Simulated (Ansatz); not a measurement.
# C₆H₉FO₆Si: up Jacob's ladder to CCSD(T)

How much do the methods differ for C₆H₉FO₆Si? The plan is to run it at one geometry with functionals of several rungs and with coupled cluster, and see how far each lands from CCSD(T) at the basis-set limit for the atomisation energy.

Computed with Ansatz 0.2.0, Gaussian basis. Level: functionals in def2-TZVPP, the program's frozen cores in correlated methods.

Plan: LDA (SPW92), PBE-D4, revPBE-D4, BLYP-D4, r2SCAN-D4, B97M-V, PBE0-D4, B3LYP-D4, r2SCANh-D4, r2SCAN0-D4, HSE06-D4, BHLYP-D4, CAM-B3LYP-D4, LC-ωPBE, ωB97X-V, ωB97M-V, B2PLYP, PBE-QIDH; CCSD(T)/def2-SVP; CCSD(T)/def2-TZVPP; MP2/def2-QZVPP; extrapolation to the limit; RPA on PBE.

### Step 1. The relaxed structure

All runs share one geometry, relaxed beforehand with PBE0-D4 in a triple-zeta def2 set.

SMILES `CC(=O)O[Si](F)(OC(C)=O)OC(C)=O`, 23 atoms, charge 0, spin multiplicity 1.

Atoms are counted from 1 here; the program's logs count them from 0.

Bond lengths: C1–C2 1.492 Å, C1–H15 1.092 Å, C1–H16 1.092 Å, C1–H17 1.087 Å, C2–O3 1.197 Å, C2–O4 1.357 Å, O4–Si5 1.641 Å, Si5–F6 1.569 Å, Si5–O7 1.640 Å, Si5–O11 1.639 Å, O7–C8 1.357 Å, C8–C9 1.492 Å, C8–O10 1.197 Å, C9–H18 1.087 Å, C9–H19 1.092 Å, C9–H20 1.092 Å, O11–C12 1.353 Å, C12–C13 1.489 Å and more. Angles: C2–C1–H15 109.7°, C2–C1–H16 109.2°, C2–C1–H17 109.9°, H15–C1–H16 107.2°, H15–C1–H17 110.5°, H16–C1–H17 110.3°, C1–C2–O3 126.3°, C1–C2–O4 111.6°, O3–C2–O4 122.2°, C2–O4–Si5 124.3°, O4–Si5–F6 109.9°, O4–Si5–O7 101.5°, O4–Si5–O11 115.1°, F6–Si5–O7 109.8°, F6–Si5–O11 105.4°, O7–Si5–O11 115.1°, Si5–O7–C8 124.6°, O7–C8–C9 111.5° and more.

### Step 2. LDA

This LDA is Slater exchange with PW92 correlation.

File in.yaml:

```yaml
crystal:
  periodic: [false, false, false]
  atoms:
    - {symbol: C, position_ang: [-3.006080, 0.743378, 2.292345]}
    - {symbol: C, position_ang: [-2.112726, 1.193973, 1.186197]}
    - {symbol: O, position_ang: [-2.432403, 1.860252, 0.244911]}
    - {symbol: O, position_ang: [-0.842942, 0.746919, 1.357239]}
    - {symbol: Si, position_ang: [0.369017, 0.970113, 0.273865]}
    - {symbol: F, position_ang: [0.876081, 2.453875, 0.337057]}
    - {symbol: O, position_ang: [1.522619, -0.037789, 0.860509]}
    - {symbol: C, position_ang: [2.628000, -0.425952, 0.175936]}
    - {symbol: C, position_ang: [3.415883, -1.438155, 0.937051]}
    - {symbol: O, position_ang: [2.895163, 0.011448, -0.905451]}
    - {symbol: O, position_ang: [-0.044390, 0.717509, -1.291469]}
    - {symbol: C, position_ang: [-0.507018, -0.473630, -1.734963]}
    - {symbol: C, position_ang: [-0.790975, -0.448586, -3.196866]}
    - {symbol: O, position_ang: [-0.652366, -1.408189, -0.996740]}
    - {symbol: H, position_ang: [-2.602591, 1.076917, 3.250163]}
    - {symbol: H, position_ang: [-3.028279, -0.348190, 2.313375]}
    - {symbol: H, position_ang: [-4.007388, 1.138547, 2.143755]}
    - {symbol: H, position_ang: [4.310034, -1.706062, 0.380641]}
    - {symbol: H, position_ang: [2.795837, -2.321041, 1.106091]}
    - {symbol: H, position_ang: [3.681748, -1.037254, 1.916848]}
    - {symbol: H, position_ang: [-1.519325, 0.336391, -3.409596]}
    - {symbol: H, position_ang: [0.124381, -0.195884, -3.735798]}
    - {symbol: H, position_ang: [-1.167478, -1.415489, -3.519600]}
basis:
  gaussian: {orbitals: def2-TZVPP}
hamiltonian: {xc: lda}
output: {orbitals: {seedname: orbitals}}
```

Command:

```sh
ansatz run in.yaml --threads 11 --pin off --events-out ev --progress --plain --max-ram 174080MiB --backend cuda --devices 0, --max-vram 75GiB
```

After this run come: PBE-D4 (GGA); revPBE-D4 (GGA); BLYP-D4 (GGA); r2SCAN-D4 (meta-GGA); B97M-V (meta-GGA); PBE0-D4 (hybrid); B3LYP-D4 (hybrid); r2SCANh-D4 (hybrid); r2SCAN0-D4 (hybrid); HSE06-D4 (hybrid); BHLYP-D4 (hybrid); CAM-B3LYP-D4 (range-separated); LC-ωPBE (range-separated); ωB97X-V (range-separated); ωB97M-V (range-separated); B2PLYP (double hybrid); PBE-QIDH (double hybrid); CCSD(T) in def2-SVP; CCSD(T) in def2-TZVPP; MP2 in def2-QZVPP; RPA on PBE orbitals.

Before running them: what should the planned runs give, taken together? Wanted: atomisation energy, CCSD(T)/CBS; farthest beyond LDA; mean size of error, GGA; mean size of error, meta-GGA; mean size of error, hybrid; mean size of error, range-separated; mean size of error, double hybrid; gap, smallest and largest; T1 diagnostic.

The runs gave:

| quantity | value |
| --- | --- |
| atomisation energy, CCSD(T)/CBS | 10532.3 kJ/mol |
| functionals within 52.7 kJ/mol (0.5 %) | revPBE-D4, BLYP-D4, B97M-V, PBE0-D4, B3LYP-D4, r2SCANh-D4, HSE06-D4, LC-ωPBE, ωB97X-V, ωB97M-V |
| farthest beyond LDA | BHLYP-D4 (-460.3 kJ/mol) |
| mean size of error, GGA | 138.3 kJ/mol |
| mean size of error, meta-GGA | 50.5 kJ/mol |
| mean size of error, hybrid | 132.3 kJ/mol |
| mean size of error, range-separated | 37.2 kJ/mol |
| mean size of error, double hybrid | 83.5 kJ/mol |
| gap, smallest and largest | 4.98 eV (LDA (SPW92)), 13.15 eV (LC-ωPBE) |
| T1 diagnostic | 0.0149 |
| triples share of the correlation energy | 4.0 % |

The LDA atomisation energy is off by 1801.1 kJ/mol (17 %): it overbinds. PBE-D4 misses by +349.5 kJ/mol. Double hybrids carry the basis error of their MP2 part in triple zeta, and no dispersion term here, so their miss is partly the set-up's. The rungs range-separated, meta-GGA miss on average by less than the doubt on the reference (52.7 kJ/mol), so they tie. Misses under about 52.7 kJ/mol are within the doubt on the reference itself, which lacks core-valence correlation, relativity and higher excitations. Hartree-Fock recovers 71 % of the binding; the rest is correlation. CCSD(T) in def2-SVP is off by -564.0 kJ/mol, so the small basis spoils what the method gains. The gap grows from 5.0 to 13.1 eV across the functionals, mostly with the share of exact exchange.
